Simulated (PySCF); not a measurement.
# S⁺ (quartet) at other levels of theory

What do other methods print for S⁺ (quartet)?

Program: PySCF 2.14.0. Level of theory: each script names its method and basis. These are calculated values, not measurements.

3 further runs of the same task are left out: 3 that didn't finish.

## Step 1: The atom

S⁺ (quartet): 1 atom, charge 1, spin multiplicity 4.

## Step 2: Base script

Contents of input.py:

```python
from pyscf import gto, scf, cc

mol = gto.M(
    atom='S 0 0 0',
    basis='ano-rcc-vdzp',
    charge=1,
    spin=3,
    verbose=4,
)
mf = scf.ROHF(mol)
mf = mf.sfx2c1e()
mf = mf.density_fit(auxbasis='def2-universal-jkfit')
mf.kernel()
mycc = cc.CCSD(mf, frozen=5)
mycc.kernel()
mf.dip_moment()
print('orbital energies (hartree):', mf.mo_energy[..., max(0, mol.nelec[1]-3):mol.nelec[0]+3].round(4))
```

Command:

```bash
> OMP_NUM_THREADS=1 python input.py
```

## Step 3: SCF alone

Run 1 changes step after the SCF: ccsd → none.

input.py: that of step 2 with these lines changed.

```diff
@@ -1,2 +1,2 @@
-from pyscf import gto, scf, cc
+from pyscf import gto, scf
 
@@ -13,4 +13,2 @@
 mf.kernel()
-mycc = cc.CCSD(mf, frozen=5)
-mycc.kernel()
 mf.dip_moment()
```

## Step 4: Wb97x-v (ROKS)

Run 2 changes functional: none (Hartree–Fock) → wb97x-v; SCF type: ROHF → ROKS; step after the SCF: ccsd → analyze.

Contents of input.py:

```python
from pyscf import gto, dft

mol = gto.M(
    atom='S 0 0 0',
    basis='ano-rcc-vdzp',
    charge=1,
    spin=3,
    verbose=4,
)
mf = dft.ROKS(mol, xc='wb97x-v')
mf = mf.sfx2c1e()
mf = mf.density_fit(auxbasis='def2-universal-jkfit')
mf.kernel()
mf.analyze()
print('orbital energies (hartree):', mf.mo_energy[..., max(0, mol.nelec[1]-3):mol.nelec[0]+3].round(4))
```

## Step 5: Scan (ROKS)

Run 3 changes functional: none (Hartree–Fock) → scan; SCF type: ROHF → ROKS; step after the SCF: ccsd → analyze.

Contents of input.py:

```python
from pyscf import gto, dft

mol = gto.M(
    atom='S 0 0 0',
    basis='ano-rcc-vdzp',
    charge=1,
    spin=3,
    verbose=4,
)
mf = dft.ROKS(mol, xc='scan')
mf = mf.sfx2c1e()
mf = mf.density_fit(auxbasis='def2-universal-jkfit')
mf.kernel()
mf.analyze()
print('orbital energies (hartree):', mf.mo_energy[..., max(0, mol.nelec[1]-3):mol.nelec[0]+3].round(4))
```

## Step 6: O3lyp (ROKS)

Run 4 changes functional: none (Hartree–Fock) → o3lyp; SCF type: ROHF → ROKS; step after the SCF: ccsd → analyze.

Contents of input.py:

```python
from pyscf import gto, dft

mol = gto.M(
    atom='S 0 0 0',
    basis='ano-rcc-vdzp',
    charge=1,
    spin=3,
    verbose=4,
)
mf = dft.ROKS(mol, xc='o3lyp')
mf = mf.sfx2c1e()
mf = mf.density_fit(auxbasis='def2-universal-jkfit')
mf.kernel()
mf.analyze()
print('orbital energies (hartree):', mf.mo_energy[..., max(0, mol.nelec[1]-3):mol.nelec[0]+3].round(4))
```

## Step 7: MP2 (UHF)

Run 5 changes step after the SCF: ccsd → mp2; SCF type: ROHF → UHF; frozen orbitals: 5 → none.

Contents of input.py:

```python
from pyscf import gto, scf, mp

mol = gto.M(
    atom='S 0 0 0',
    basis='ano-rcc-vdzp',
    charge=1,
    spin=3,
    verbose=4,
)
mf = scf.UHF(mol)
mf = mf.sfx2c1e()
mf = mf.density_fit(auxbasis='def2-universal-jkfit')
mf.kernel()
mp.MP2(mf).kernel()
mf.dip_moment()
print('orbital energies (hartree):', [e[max(0, n-3):n+3].round(4) for e, n in zip(mf.mo_energy, mol.nelec)])
```

What does the calculation give? Wanted: for each run, E(SCF); from base; gap, α spin; after the SCF.

The runs gave:

```csv
run,E(SCF) (hartree),from base (eV),cycles,"gap, α spin (eV)",after the SCF
base,-398.253861,0,6,n/a,"CCSD correlation -2.401 eV, core frozen"
SCF alone,-398.253861,0.0000,6,n/a,n/a
wb97x-v (ROKS),-398.761823,not comparable,6,n/a,n/a
scan (ROKS),-398.860341,not comparable,6,n/a,n/a
o3lyp (ROKS),-398.823974,not comparable,6,n/a,n/a
MP2 (UHF),-398.254123,-0.0071,7,25.28,MP2 correlation -1.962 eV
```

What this shows: Total energies of different functionals can't be compared with each other; differences within one functional can. The dearest run is “wb97x-v (ROKS)”, at 11 s against 1.5 s.
